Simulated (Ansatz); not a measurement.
**C3H8Si2: how energies converge with the basis set**

One table from this session's results is given with a row withheld; the runs are named, their logs left out.

The runs use Ansatz 0.2.0, Gaussian basis; one geometry, several basis sets.

The runs, in order: PBE0-D4/def2-SVP; ωB97M-V/def2-SVP; PBE0-D4/def2-QZVPP; ωB97M-V/def2-QZVPP; the functionals' def2-TZVPP values are taken from earlier runs.

### The geometry

An earlier PBE0-D4 in a triple-zeta def2 set relaxation fixed the geometry.

SMILES `[SiH3]C=C=C[SiH3]`, 13 atoms, charge 0, spin multiplicity 1.

Atoms are counted from 1 here; the program's logs count them from 0.

Bond lengths: Si1–C2 1.860 Å, Si1–H6 1.488 Å, Si1–H7 1.488 Å, Si1–H8 1.484 Å, C2–C3 1.302 Å, C2–H9 1.089 Å, C3–C4 1.302 Å, C4–Si5 1.859 Å, C4–H10 1.089 Å, Si5–H11 1.484 Å, Si5–H12 1.488 Å, Si5–H13 1.488 Å. Angles: C2–Si1–H6 110.5°, C2–Si1–H7 110.3°, C2–Si1–H8 108.9°, H6–Si1–H7 107.8°, H6–Si1–H8 109.7°, H7–Si1–H8 109.7°, Si1–C2–C3 121.0°, Si1–C2–H9 120.2°, C3–C2–H9 118.7°, C2–C3–C4 177.2°, C3–C4–Si5 121.1°, C3–C4–H10 118.7°, Si5–C4–H10 120.2°, C4–Si5–H11 108.9°, C4–Si5–H12 110.5°, C4–Si5–H13 110.3°, H11–Si5–H12 109.7°, H11–Si5–H13 109.7° and more.

Geometry (Å):

```
Si   -1.3915   -1.4537    1.5381
C     0.1508   -0.4201    1.4357
C     0.7095   -0.1605    0.2891
C     1.2107    0.1119   -0.8808
Si    0.6625    1.6116   -1.8336
H    -1.1490   -2.6707    2.3586
H    -2.4874   -0.6817    2.1830
H    -1.7969   -1.8479    0.1665
H     0.6041   -0.0202    2.3411
H     1.9622   -0.5571   -1.2966
H    -0.3722    2.3278   -1.0477
H     1.8154    2.5170   -2.0873
H     0.1023    1.2087   -3.1514
```

The first run:

File in.yaml:

```yaml
crystal:
  periodic: [false, false, false]
  atoms:
    - {symbol: Si, position_ang: [-1.391523, -1.453697, 1.538148]}
    - {symbol: C, position_ang: [0.150849, -0.420088, 1.435664]}
    - {symbol: C, position_ang: [0.709526, -0.160519, 0.289108]}
    - {symbol: C, position_ang: [1.210700, 0.111905, -0.880816]}
    - {symbol: Si, position_ang: [0.662529, 1.611648, -1.833571]}
    - {symbol: H, position_ang: [-1.148978, -2.670709, 2.358610]}
    - {symbol: H, position_ang: [-2.487434, -0.681748, 2.183047]}
    - {symbol: H, position_ang: [-1.796908, -1.847923, 0.166501]}
    - {symbol: H, position_ang: [0.604117, -0.020202, 2.341107]}
    - {symbol: H, position_ang: [1.962160, -0.557133, -1.296610]}
    - {symbol: H, position_ang: [-0.372208, 2.327813, -1.047687]}
    - {symbol: H, position_ang: [1.815364, 2.517008, -2.087309]}
    - {symbol: H, position_ang: [0.102306, 1.208744, -3.151391]}
basis:
  gaussian: {orbitals: def2-SVP}
hamiltonian: {xc: pbe0, dispersion: d4}
output: {orbitals: {seedname: orbitals}}
```

Steps of the session up to this table: PBE0-D4 in def2-SVP; ωB97M-V in def2-SVP; PBE0-D4 in def2-QZVPP; ωB97M-V in def2-QZVPP.

One of the session's tables, all rows but one given; the rest of the session is left out.

It belongs to the step «Functionals by basis». 

```
functional       basis  HOMO (eV)  LUMO (eV)
   PBE0-D4    def2-SVP      -7.63      -0.18
   PBE0-D4  def2-TZVPP      -7.65      -0.31
   PBE0-D4  def2-QZVPP      -7.66      -0.36
   ωB97M-V    def2-SVP          ?          ?
   ωB97M-V  def2-TZVPP      -9.80       1.68
   ωB97M-V  def2-QZVPP      -9.81       1.49
```

Estimate the missing values for ωB97M-V, def2-SVP.

**Answer.** HOMO (eV): -9.75; LUMO (eV): 1.92. In the column «HOMO (eV)» it lies between ωB97M-V, def2-TZVPP (-9.80) and PBE0-D4, def2-QZVPP (-7.66).
